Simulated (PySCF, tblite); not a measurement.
# C₅H₉FO₂: a rotation path, then NMR shifts on frames, part 2 of 2

tblite 0.8.0 and PySCF 2.14.0. Atoms count from 0. Earlier steps stand in the parts before.

## 5. Nuclear shieldings: image 5, PBE0/pcSseg-1

The job: settings as JSON, then the geometry in Å.

```
{"job": {"kind": "nmr", "xc": "PBE0", "basis": "pcSseg-1", "pop": false}, "charge": 0, "multiplicity": 1}
C     -1.105000    -1.735400    -0.025500
C     -0.371700    -0.420300     0.205200
C      1.058500    -0.460300    -0.338300
C      1.842200     0.824100    -0.051700
F      2.226700     1.422400    -1.227900
O     -1.108100     0.615000    -0.470600
C     -1.514800     1.650800     0.232000
O     -1.317500     1.864500     1.393100
H     -2.120400    -1.665300     0.357100
H     -1.148200    -1.955500    -1.089300
H     -0.592700    -2.543500     0.488300
H     -0.355300    -0.175400     1.275300
H      1.566000    -1.319000     0.099900
H      1.021900    -0.601200    -1.420500
H      2.762600     0.631100     0.507200
H      1.238900     1.561000     0.487500
H     -2.090200     2.319000    -0.431500
```

Method: GIAO PBE0/pcSseg-1 NMR shielding, non-relativistic, gas phase.

Output:

```text
coarse grid: 14272 points
cycle   1  E = -445.4636607163  dE =  1.105e+00  |g| = 9.559e-01  |ddm| = 3.476e+00
cycle   2  E = -445.1497405041  dE =  3.139e-01  |g| = 1.630e+00  |ddm| = 1.508e+00
cycle   3  E = -445.6141904527  dE = -4.644e-01  |g| = 2.907e-01  |ddm| = 1.068e+00
cycle   4  E = -445.6289687175  dE = -1.478e-02  |g| = 8.714e-02  |ddm| = 2.232e-01
cycle   5  E = -445.6301537363  dE = -1.185e-03  |g| = 2.196e-02  |ddm| = 5.148e-02
cycle   6  E = -445.6302510998  dE = -9.736e-05  |g| = 5.204e-03  |ddm| = 1.586e-02
cycle   7  E = -445.6302560600  dE = -4.960e-06  |g| = 1.352e-03  |ddm| = 3.731e-03
final grid: 138408 points
cycle   8  E = -445.7065023788  dE = -4.097e-05  |g| = 1.344e-02  |ddm| = 2.951e-02
cycle   9  E = -445.7064656806  dE =  3.670e-05  |g| = 1.971e-02  |ddm| = 1.904e-02
cycle  10  E = -445.7065359633  dE = -7.028e-05  |g| = 2.208e-03  |ddm| = 1.128e-02
cycle  11  E = -445.7065368294  dE = -8.661e-07  |g| = 5.356e-04  |ddm| = 1.450e-03
cycle  12  E = -445.7065368728  dE = -4.340e-08  |g| = 2.051e-04  |ddm| = 4.515e-04
cycle  13  E = -445.7065368811  dE = -8.259e-09  |g| = 3.311e-05  |ddm| = 1.601e-04
cycle  14  E = -445.7065368813  dE = -2.101e-10  |g| = 1.211e-05  |ddm| = 3.390e-05
converged SCF energy = -445.7065368813

GIAO shielding tensors (ppm)
atom      isotropic    diamagn.    paramagn.     s11        s22        s33       span
  0 C      163.461     246.637     -83.177    144.968    158.439    186.975     42.006
  1 C      118.999     248.524    -129.525     75.745    129.690    151.563     75.819
  2 C      143.840     249.927    -106.087    124.327    138.773    168.419     44.091
  3 C      103.405     242.747    -139.343     66.462     83.225    160.526     94.064
  4 F      405.709     470.656     -64.948    349.139    385.106    482.882    133.743
  5 O       98.610     401.683    -303.073    -70.511    171.524    194.818    265.328
  6 C       20.286     246.644    -226.357    -83.381     67.625     76.615    159.996
  7 O      -92.604     402.577    -495.181   -381.664   -199.863    303.714    685.378
  8 H       30.294      29.503       0.791     25.902     28.101     36.879     10.978
  9 H       30.193      29.907       0.285     26.735     28.533     35.310      8.574
 10 H       30.658      29.761       0.897     26.394     28.320     37.258     10.864
 11 H       26.082      34.044      -7.962     23.748     26.185     28.313      4.565
 12 H       29.649      31.932      -2.283     24.910     29.813     34.224      9.314
 13 H       29.643      31.562      -1.919     26.313     29.584     33.032      6.719
 14 H       26.778      28.558      -1.781     22.338     27.479     30.517      8.178
 15 H       26.995      30.832      -3.837     22.862     27.463     30.661      7.799
 16 H       23.388      26.567      -3.179     19.039     23.494     27.632      8.594
```

Wall time 24 s (1 thread of Arm Neoverse V1, shared host); peak memory 0.84 GiB.

Key values: δ C6 166.6, C3 83.5, C1 67.9, C2 43.1, H16 8.33, H11 5.64 ppm.

## 6. Nuclear shieldings: image 6, PBE0/pcSseg-1

The job: settings as JSON, then the geometry in Å.

```
{"job": {"kind": "nmr", "xc": "PBE0", "basis": "pcSseg-1", "pop": false}, "charge": 0, "multiplicity": 1}
C     -1.109400    -1.733700    -0.026500
C     -0.374800    -0.418600     0.199700
C      1.065400    -0.469900    -0.316300
C      1.847300     0.814900    -0.034500
F      1.992100     1.551400    -1.185600
O     -1.095900     0.613200    -0.496100
C     -1.503900     1.658200     0.191700
O     -1.321900     1.880000     1.353800
H     -2.129400    -1.655600     0.341600
H     -1.138900    -1.966300    -1.088000
H     -0.606700    -2.537200     0.504000
H     -0.373600    -0.163700     1.267800
H      1.563700    -1.318100     0.151800
H      1.053200    -0.631700    -1.396200
H      2.859800     0.605600     0.323000
H      1.332500     1.459600     0.684800
H     -2.066400     2.323900    -0.485000
```

Method: GIAO PBE0/pcSseg-1 NMR shielding, non-relativistic, gas phase.

Output:

```text
coarse grid: 14272 points
cycle   1  E = -445.4641718396  dE =  1.106e+00  |g| = 9.552e-01  |ddm| = 3.478e+00
cycle   2  E = -445.1528910576  dE =  3.113e-01  |g| = 1.626e+00  |ddm| = 1.504e+00
cycle   3  E = -445.6145873012  dE = -4.617e-01  |g| = 2.899e-01  |ddm| = 1.063e+00
cycle   4  E = -445.6292865427  dE = -1.470e-02  |g| = 8.710e-02  |ddm| = 2.231e-01
cycle   5  E = -445.6304701589  dE = -1.184e-03  |g| = 2.190e-02  |ddm| = 5.137e-02
cycle   6  E = -445.6305670490  dE = -9.689e-05  |g| = 5.203e-03  |ddm| = 1.585e-02
cycle   7  E = -445.6305720200  dE = -4.971e-06  |g| = 1.337e-03  |ddm| = 3.693e-03
final grid: 138408 points
cycle   8  E = -445.7072887290  dE = -4.233e-05  |g| = 1.353e-02  |ddm| = 3.082e-02
cycle   9  E = -445.7072512971  dE =  3.743e-05  |g| = 1.988e-02  |ddm| = 1.909e-02
cycle  10  E = -445.7073225806  dE = -7.128e-05  |g| = 2.219e-03  |ddm| = 1.134e-02
cycle  11  E = -445.7073234552  dE = -8.746e-07  |g| = 5.430e-04  |ddm| = 1.463e-03
cycle  12  E = -445.7073234997  dE = -4.448e-08  |g| = 2.062e-04  |ddm| = 4.541e-04
cycle  13  E = -445.7073235081  dE = -8.449e-09  |g| = 3.213e-05  |ddm| = 1.616e-04
cycle  14  E = -445.7073235083  dE = -1.916e-10  |g| = 1.244e-05  |ddm| = 3.332e-05
converged SCF energy = -445.7073235083

GIAO shielding tensors (ppm)
atom      isotropic    diamagn.    paramagn.     s11        s22        s33       span
  0 C      163.449     246.625     -83.176    144.794    158.617    186.935     42.141
  1 C      117.606     248.445    -130.839     76.448    129.839    146.531     70.083
  2 C      143.563     249.984    -106.421    128.132    136.701    165.856     37.723
  3 C      102.319     242.113    -139.794     66.756     84.231    155.972     89.217
  4 F      407.168     471.586     -64.418    354.087    385.390    482.027    127.940
  5 O       98.891     401.622    -302.732    -71.977    173.245    195.404    267.380
  6 C       20.459     246.598    -226.139    -83.025     67.639     76.763    159.789
  7 O      -91.781     402.619    -494.399   -380.658   -198.703    304.019    684.677
  8 H       30.304      29.498       0.806     25.924     28.127     36.861     10.937
  9 H       30.194      29.889       0.305     26.711     28.542     35.330      8.619
 10 H       30.654      29.768       0.886     26.449     28.310     37.202     10.753
 11 H       25.959      34.063      -8.105     23.596     26.108     28.172      4.577
 12 H       29.857      32.026      -2.169     25.067     29.874     34.628      9.561
 13 H       29.571      31.426      -1.855     26.410     29.364     32.938      6.528
 14 H       26.798      28.272      -1.474     22.090     27.442     30.860      8.770
 15 H       26.874      30.569      -3.695     23.439     27.728     29.454      6.015
 16 H       23.425      26.581      -3.157     19.098     23.529     27.647      8.549
```

It took 25 s on 1 thread of Arm Neoverse V1, shared host; peak memory 0.85 GiB.

In short: δ C6 166.5, C3 84.6, C1 69.3, C2 43.4, H16 8.29, H11 5.76 ppm.

## 7. Shielding tensors: image 8, PBE0/pcSseg-1

The job: settings as JSON, then the geometry in Å.

```
{"job": {"kind": "nmr", "xc": "PBE0", "basis": "pcSseg-1", "pop": false}, "charge": 0, "multiplicity": 1}
C     -1.110500    -1.785100    -0.038200
C     -0.420200    -0.450700     0.210200
C      1.039000    -0.476000    -0.258000
C      1.781600     0.826900     0.015700
F      1.412600     1.793700    -0.887900
O     -1.142400     0.557800    -0.517300
C     -1.356300     1.712700     0.079300
O     -1.042700     2.021300     1.191700
H     -2.147600    -1.734800     0.282600
H     -1.087000    -2.024400    -1.098000
H     -0.606700    -2.571400     0.516400
H     -0.460300    -0.189100     1.276300
H      1.554400    -1.285000     0.259800
H      1.062100    -0.671600    -1.331900
H      2.861600     0.693600    -0.104500
H      1.557600     1.223500     1.010800
H     -1.902100     2.370400    -0.616900
```

With the program's defaults for keys left out, this is: GIAO PBE0/pcSseg-1 NMR shielding, non-relativistic, gas phase.

Output:

```text
coarse grid: 14272 points
cycle   1  E = -445.4698132481  dE =  1.110e+00  |g| = 9.503e-01  |ddm| = 3.482e+00
cycle   2  E = -445.1672341692  dE =  3.026e-01  |g| = 1.609e+00  |ddm| = 1.513e+00
cycle   3  E = -445.6193494075  dE = -4.521e-01  |g| = 2.843e-01  |ddm| = 1.065e+00
cycle   4  E = -445.6334451874  dE = -1.410e-02  |g| = 8.613e-02  |ddm| = 2.212e-01
cycle   5  E = -445.6346009586  dE = -1.156e-03  |g| = 2.158e-02  |ddm| = 5.110e-02
cycle   6  E = -445.6346949142  dE = -9.396e-05  |g| = 5.190e-03  |ddm| = 1.571e-02
cycle   7  E = -445.6346998774  dE = -4.963e-06  |g| = 1.323e-03  |ddm| = 3.685e-03
final grid: 138408 points
cycle   8  E = -445.7109703896  dE = -4.139e-05  |g| = 1.390e-02  |ddm| = 3.120e-02
cycle   9  E = -445.7109305632  dE =  3.983e-05  |g| = 2.046e-02  |ddm| = 1.971e-02
cycle  10  E = -445.7110060589  dE = -7.550e-05  |g| = 2.373e-03  |ddm| = 1.175e-02
cycle  11  E = -445.7110070730  dE = -1.014e-06  |g| = 5.325e-04  |ddm| = 1.552e-03
cycle  12  E = -445.7110071161  dE = -4.304e-08  |g| = 1.985e-04  |ddm| = 4.460e-04
cycle  13  E = -445.7110071239  dE = -7.802e-09  |g| = 3.225e-05  |ddm| = 1.582e-04
cycle  14  E = -445.7110071240  dE = -1.933e-10  |g| = 1.267e-05  |ddm| = 3.439e-05
converged SCF energy = -445.7110071240

GIAO shielding tensors (ppm)
atom      isotropic    diamagn.    paramagn.     s11        s22        s33       span
  0 C      163.452     246.443     -82.991    144.860    158.487    187.009     42.149
  1 C      116.995     248.373    -131.378     79.866    126.908    144.211     64.345
  2 C      143.466     250.540    -107.074    130.910    140.076    159.411     28.500
  3 C      101.559     241.546    -139.986     66.640     86.525    151.513     84.873
  4 F      418.487     474.798     -56.311    368.706    417.217    469.540    100.833
  5 O       98.377     401.775    -303.398    -71.337    174.543    191.925    263.262
  6 C       20.343     246.678    -226.336    -83.103     66.570     77.561    160.664
  7 O      -91.948     403.070    -495.018   -370.643   -208.245    303.043    673.685
  8 H       30.282      29.293       0.989     25.948     27.891     37.008     11.060
  9 H       30.199      29.889       0.309     26.680     28.584     35.332      8.652
 10 H       30.644      29.653       0.991     26.499     28.341     37.093     10.593
 11 H       25.935      33.958      -8.023     23.224     26.662     27.920      4.696
 12 H       30.341      32.150      -1.809     25.855     29.626     35.542      9.687
 13 H       29.561      31.608      -2.047     26.270     29.155     33.256      6.986
 14 H       26.849      27.877      -1.027     21.874     27.036     31.637      9.763
 15 H       26.551      30.152      -3.601     24.061     25.959     29.634      5.573
 16 H       23.617      26.713      -3.096     19.396     23.562     27.894      8.498
```

Wall time 24 s (1 thread of Arm Neoverse V1, shared host); peak memory 0.85 GiB.

In short: δ C6 166.6, C3 85.4, C1 69.9, C2 43.5, H16 8.10, H11 5.78 ppm.

## 8. Run by run: NMR shifts

Shifts (ppm) of some atoms, chosen among heavy atoms and hydrogens apart, with basis size and wall time:

| frame | C3 | C1 | C2 | H15 | H12 | F4 | O7 | functions | time |
| --- | --- | --- | --- | --- | --- | --- | --- | --- | --- |
| image 0 | 85.2 | 66.0 | 41.7 | 4.76 | 1.83 | -253.2 | 434.4 | 181 | 25 s |
| image 2 | 83.4 | 64.4 | 41.7 | 4.55 | 2.09 | -248.1 | 433.6 | 181 | 24 s |
| image 5 | 83.5 | 67.9 | 43.1 | 4.72 | 2.07 | -234.8 | 428.7 | 181 | 24 s |
| image 6 | 84.6 | 69.3 | 43.4 | 4.84 | 1.86 | -236.2 | 427.9 | 181 | 25 s |
| image 8 | 85.4 | 69.9 | 43.5 | 5.17 | 1.38 | -247.5 | 428.0 | 181 | 24 s |

## 9. What came out

This closing draws on all 2 parts.

| quantity | value |
| --- | --- |
| barrier | 0.084 eV (1.9 kcal/mol) at image 5 |
| end to end (GFN2-xTB) | 0.013 eV |
| 13C shifts against TMS (PBE0/pcSseg-1, image 0) | 164.9, 85.2, 66.0, 41.7, 24.0 ppm |
| 1H shifts against TMS (PBE0/pcSseg-1, image 0) | 8.11, 5.63, 4.84, 4.76, 2.17, 1.83, 1.54, 1.41, 1.15 ppm |
| 19F shifts against CFCl3 (PBE0/pcSseg-1, image 0) | -253.2 ppm |
| 17O shifts against H2O (PBE0/pcSseg-1, image 0) | 434.4, 238.6 ppm |
| range of the shift of F4 | -253.2 to -234.8 ppm |

**Reading.** Along the band the dihedral turns by 109°, and the top (dihedral 241°) lies 1.9 kcal/mol above the start (GFN2-xTB, rough), so at room temperature this motion is fast. Ends this close can change order at a higher level. The top was not checked by a frequency run. Shifts at one fixed geometry are not the observed spectrum, which averages over the motion. In the first frame run (image 0): The largest span, 693 ppm, is at O7, where the paramagnetic term is -501 ppm. Across the 5 runs the shift of F4 moves most, between -253.2 (image 0) and -234.8 ppm (image 5).
